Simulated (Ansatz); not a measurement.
Predict the output of the script below (the Ansatz DFT code, driven from Python).

The script, `push_scco3c.py`:
```python
"""Frozen displacement of one atom in ScCo3C."""

import warnings

import ansatz as az
import numpy as np

warnings.simplefilter("ignore", az.DeckWarning)

lattice = az.Lattice.of(
    (3.780938, 0.0, 0.0),
    (0.0, 3.780938, 0.0),
    (0.0, 0.0, 3.780938),
)
sites = [
    ("Sc", (0.0, 0.0, 0.0)),
    ("Co", (0.0, 0.5, 0.5)),
    ("Co", (0.5, 0.0, 0.5)),
    ("Co", (0.5, 0.5, 0.0)),
    ("C", (0.5, 0.5, 0.5)),
]
cell = az.Crystal(lattice=lattice)
for symbol, position in sites:
    cell = cell.atom(symbol, position)
cell = cell.moments(Co=2.5)

inverse = np.linalg.inv(np.array(cell.lattice.vectors))
home = np.array(cell.sites[3].position)
values = np.linspace(-0.2, 0.2, 5)
energies, pulls = [], []
for shift in values:
    moved = cell.move(3, to=home + shift * inverse[0])
    model = (
        moved.calculation()
        .functional("lda")
        .basis(420)
        .kpoints(6, 6, 6, center="gamma")
        .occupations(az.OccupationsMethod.FERMI_DIRAC, width=0.15)
        .spin("collinear")
        .forces()
    )
    rep = model.run(threads=1).report
    energies.append(rep["free_energy_ev"])
    pulls.append(rep["forces_ev_ang"][3][0])

# the force is minus the slope of the free energy
print("shift (A)   dE (eV)   force along x (eV/A)")
for shift, e, f in zip(values, energies, pulls):
    print(f"{shift:8.3f} {e - energies[2]:10.5f} {f:12.4f}")
print(f"stiffness from energies {2 * np.polyfit(values, energies, 2)[0]:.3f}, from forces {-np.polyfit(values, pulls, 1)[0]:.3f} eV/A^2")
```

```console
$ python push_scco3c.py
RunWarning: the starting moments were not kept: the SCF closed with an absolute magnetisation of 4.7e-6 μB, where they sum to 7.5 μB in size (3 sites). That is at most 0.1 of that sum. Measured as dr2_m measures the in/out step, that magnetisation stands 1.2e-11 eV from none, at or under the dr2_threshold of 1.0e-7 [...]
shift (A)   dE (eV)   force along x (eV/A)
  -0.200    0.13643       1.3956
  -0.100    0.03347       0.6740
   0.000    0.00000       0.0000
   0.100    0.03347      -0.6740
   0.200    0.13643      -1.3956
stiffness from energies 6.839, from forces 6.930 eV/A^2
```
(Warnings from the package without file and line, shortened, repeats left out.)

The curvature of the energy gives 6.839 eV/Å² and the slope of the force 6.930 eV/Å², a positive curvature.

What to keep in mind:
- The SCF didn't keep the moments it started from (some shrank, vanished or turned); what is printed is the state reached.
- For a metal this k-point mesh is coarse: on a finer one energies can move by several to tens of meV an atom and pressures by half a GPa or more, differences at one mesh by less.
- In a metal a curvature from energy changes of a few meV or less hangs on mesh and smearing, in size and even in sign.
- The structure comes from a database of computed cells and needn't be a stable or known phase.
- All periodic images of the atom move with it, so the curvature is one diagonal element of the zone-centre force constants and no normal mode; a positive value doesn't exclude soft modes in which several atoms move.
- The script silences the warnings on its input, which a real study should read.
- Timing: 4.2 min on 1 thread of Arm Neoverse V2, with other jobs on the host, peak memory 0.49 GiB.
